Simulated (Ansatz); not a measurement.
# CuNi4P2Pd9: the cost of one run

All numbers below are computed with Ansatz 0.2.0 (DFT PBE, scalar-relativistic, plane waves, PAW).

**1. The starting structure**

The cell holds 16 atoms (CuNi4P2Pd9): a = 6.101 Å, b = 6.401 Å, c = 5.973 Å, α = 86.70°, β = 88.82°, γ = 88.13°.

It is the last frame of an earlier stage of the same melt, run at 960 K.

As a file:

```
Pd Ni P Cu
1.0
     6.10005    0.10123    0.06046
     0.10123    6.39788    0.17737
     0.06046    0.17737    5.97028
Pd Ni P Cu
9 4 2 1
Direct
  0.70950 0.13642 0.59697
  0.62499 0.51444 0.14755
  0.32434 0.25407 0.36842
  0.84494 0.83940 0.92792
  0.41630 0.85239 0.18568
  0.41875 0.23145 0.91872
  0.62854 0.54088 0.64580
  0.00756 0.45050 0.88915
  0.13571 0.03990 0.68022
  0.74717 0.14387 0.14916
  0.09801 0.12013 0.12889
  0.21027 0.63374 0.51510
  0.93851 0.41084 0.32551
  0.45132 0.86138 0.57256
  0.09698 0.68305 0.16666
  0.89062 0.85084 0.41375
```

**2. Stage at 300 K**

One k point, a Fermi-Dirac width of 0.050 eV and a fixed cell.

input.yaml

```yaml
crystal:
  lattice:
    - [6.10005, 0.101234, 0.060458]
    - [0.101234, 6.397884, 0.177374]
    - [0.060458, 0.177374, 5.970284]
  atoms:
    - { symbol: Pd, position: [0.7094952464, 0.1364161123, 0.5969697665] }
    - { symbol: Pd, position: [0.6249906313, 0.5144384078, 0.1475468366] }
    - { symbol: Pd, position: [0.324338703, 0.2540660244, 0.3684242158] }
    - { symbol: Pd, position: [0.8449416113, 0.8393962181, 0.9279241403] }
    - { symbol: Pd, position: [0.4162992443, 0.8523905518, 0.1856814648] }
    - { symbol: Pd, position: [0.4187481439, 0.2314471284, 0.9187239943] }
    - { symbol: Pd, position: [0.6285448154, 0.5408807874, 0.6458019596] }
    - { symbol: Pd, position: [0.0075556039, 0.4505022225, 0.8891474078] }
    - { symbol: Pd, position: [0.1357072004, 0.0398972601, 0.680218096] }
    - { symbol: Ni, position: [0.7471741214, 0.1438694791, 0.1491552897] }
    - { symbol: Ni, position: [0.0980130164, 0.1201336361, 0.1288912219] }
    - { symbol: Ni, position: [0.210269844, 0.6337429558, 0.5151034451] }
    - { symbol: Ni, position: [0.9385053254, 0.4108358012, 0.3255088282] }
    - { symbol: P, position: [0.4513249771, 0.8613807197, 0.5725570559] }
    - { symbol: P, position: [0.0969829751, 0.68304875, 0.1666569194] }
    - { symbol: Cu, position: [0.8906166033, 0.8508359131, 0.4137545115] }
  symmetry: { detect: false }
basis:
  ecutwfc: 420
  xc_grid: 1
kpoints:
  mp_grid: { grid: [1, 1, 1], shift: [0.25, 0.25, 0.25] }
hamiltonian:
  xc: pbe
scf:
  occupations: { method: fermi_dirac, width: 0.05 }
  lower_state_search: "off"
  convergence: { dr2_threshold: 1.0e-05 }
output:
  forces: true
  stress: true
md:
  timestep: 3.0
  n_steps: 119
  ensemble: nvt_langevin
  friction: 0.03
  temperature: 300.0
  initial_velocities: maxwell_boltzmann
  seed: 16299
```

On the command line:

```
$ ansatz run input.yaml --threads 2 --pin off --max-ram 5120MiB --backend cpu --events-out ev --progress --plain --runs-dir out
```

**Question.** How long does this run take on 2 threads of Arm Neoverse V1, shared host, and how much memory does it need?

About 4.5 min, with a peak of 0.58 GiB.
